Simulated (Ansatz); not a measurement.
**ZnSe (F-43m): equation of state with a fit in Python**

Where is the equilibrium volume of ZnSe (F-43m), and how stiff is it? A script is to give an equation of state with a fit; the system is ZnSe (F-43m).

All numbers are computed with Ansatz 0.2.0, driven from Python. Level of theory: DFT PBE, plane waves, PAW.

### 1 The system

The structure is cubic, space group F-43m (No. 216). Conventional cell: a = 5.668 Å, b = 5.668 Å, c = 5.668 Å, α = 90.00°, β = 90.00°, γ = 90.00°. Zn (site symmetry -43m) has 4 Se at 2.45 Å as nearest neighbours. Se (site symmetry -43m) has 4 Zn at 2.45 Å as nearest neighbours.

The script holds or builds the structure itself.

### 2 The code

File run_eos.py:

```python
"""Bulk modulus of ZnSe from an E(V) curve."""

from dataclasses import dataclass

import ansatz as az
import numpy as np
from pymatgen.analysis.eos import EOS


@dataclass(frozen=True)
class Settings:
    xc: str = "pbe"
    ecut: int = 500
    mesh: tuple[int, ...] = (5, 5, 5)


cfg = Settings()

VECTORS = np.array([
    [0.0, 2.8338, 2.8338],
    [2.8338, 0.0, 2.8338],
    [2.8338, 2.8338, 0.0],
])
SITES = [
    ("Zn", (0.0, 0.0, 0.0)),
    ("Se", (0.25, 0.25, 0.25)),
]


def make_crystal(cell):
    crystal = az.Crystal(lattice=az.Lattice.of(cell))
    for symbol, position in SITES:
        crystal = crystal.atom(symbol, position)
    return crystal

# uniform scaling of the cell
volumes, energies = [], []
for scale in np.linspace(0.94, 1.06, 7):
    cell = VECTORS * scale ** (1 / 3)
    model = (
        make_crystal(cell).calculation()
        .functional(cfg.xc)
        .pseudopotentials("paw")
        .occupations(az.OccupationsMethod.FIXED)
        .basis(cfg.ecut)
        .kpoints(*cfg.mesh)
    )
    report = model.run(threads=1, pin="off").report
    volumes.append(abs(np.linalg.det(cell)) / len(SITES))
    energies.append(report["free_energy_ev"] / len(SITES))
    print(f"V = {volumes[-1]:8.4f} A^3/atom  F = {energies[-1]:.5f} eV/atom")

for form in ["murnaghan"]:
    fit = EOS(eos_name=form).fit(volumes, energies)
    print(f"{form:18s} V0 {fit.v0:8.4f} A^3/atom  B0 {fit.b0_GPa:7.1f} GPa  B1 {fit.b1:5.2f}")
```

### 3 The input behind the calls

The package turns the script's settings into the engine's input (first run):

```yaml
crystal:
  lattice:
    - [0.0, 2.775951114878158, 2.775951114878158]
    - [2.775951114878158, 0.0, 2.775951114878158]
    - [2.775951114878158, 2.775951114878158, 0.0]
  atoms:
    - { symbol: Zn, position: [0.0, 0.0, 0.0] }
    - { symbol: Se, position: [0.25, 0.25, 0.25] }
basis:
  ecutwfc: 500.0
kpoints:
  mp_grid:
    grid: [5, 5, 5]
hamiltonian:
  xc: pbe
  pseudopotentials:
    kind: paw
scf:
  occupations:
    method: fixed
```

### 4 The run

Command:

```bash
python run_eos.py
```

**Question.** Where does the minimum lie against the volume typed, and how stiff is the crystal?

The runs gave:

```
                      quantity           value
                 runs compared               7
               range of energy  43.04 meV/atom
lowest point, volume (Å³/atom)          23.667
      equilibrium volume (fit)   23.58 Å³/atom
            bulk modulus (fit)          57 GPa
```

A third-order Birch-Murnaghan fit through the 7 points (the script's own form differs a little) has its minimum at 23.58 Å³ an atom, 3.6 % above the typed cell, with a bulk modulus of 57 GPa and dB/dP = 4.5. From that minimum the energy rises by 43.1 meV an atom on the compressed side and 2.1 meV on the expanded side. The window is off centre, so dB/dP is rough. Reading the output:
- For a gap this small the mesh is coarse, and bands can meet between its points.
